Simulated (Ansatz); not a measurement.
# AlIr: the cost of one run

Computed with Ansatz 0.2.0 (DFT PBEsol, frozen-core PAW and all-electron LAPW, scalar-relativistic unless said, unless a step's input says otherwise).

## (1) The structure to begin with

The structure is cubic, space group Pm-3m (No. 221). The conventional cell has a = 2.995 Å, b = 2.995 Å, c = 2.995 Å, α = 90.00°, β = 90.00°, γ = 90.00°. Al (site symmetry m-3m) has 8 Ir at 2.59 Å as nearest neighbours. Around Ir (site symmetry m-3m) lie 8 Al at 2.59 Å.

Structure file:

```
Al Ir
1.0
     2.99455    0.00000    0.00000
     0.00000    2.99455    0.00000
     0.00000    0.00000    2.99455
Al Ir
1 1
Cartesian
  0.0000 0.0000 0.0000
  1.4973 1.4973 1.4973
```

Cartesian axes are those of the input's lattice vectors. The structure goes back to a database entry.

## (2) Cell and atoms relaxed, PAW

Input file input.yaml:

```yaml
crystal:
  lattice:
    - [2.99455485, 0.0, 0.0]
    - [0.0, 2.99455485, 0.0]
    - [0.0, 0.0, 2.99455485]
  atoms:
    - { symbol: Al, position: [0.0, 0.0, 0.0] }
    - { symbol: Ir, position: [0.5, 0.5, 0.5] }
kpoints:
  mp_grid: { grid: [16, 16, 16] }
scf:
  occupations: { method: fermi_dirac, width: 0.05 }
hamiltonian:
  xc: pbesol
  pseudopotentials: { kind: paw }
relax:
  f_tol: 0.002
  max_steps: 80
  cell: {}
output:
  forces: true
  stress: true
```

Run with:

```console
ansatz run input.yaml --threads 1 --pin off --max-ram 2048MiB --backend cpu --events-out ev --progress --plain --runs-dir out
```

What time and memory should one allow on 1 thread of Intel Xeon 6975P-C (Granite Rapids), shared host?

About 6.4 s, with a peak of 0.41 GiB.
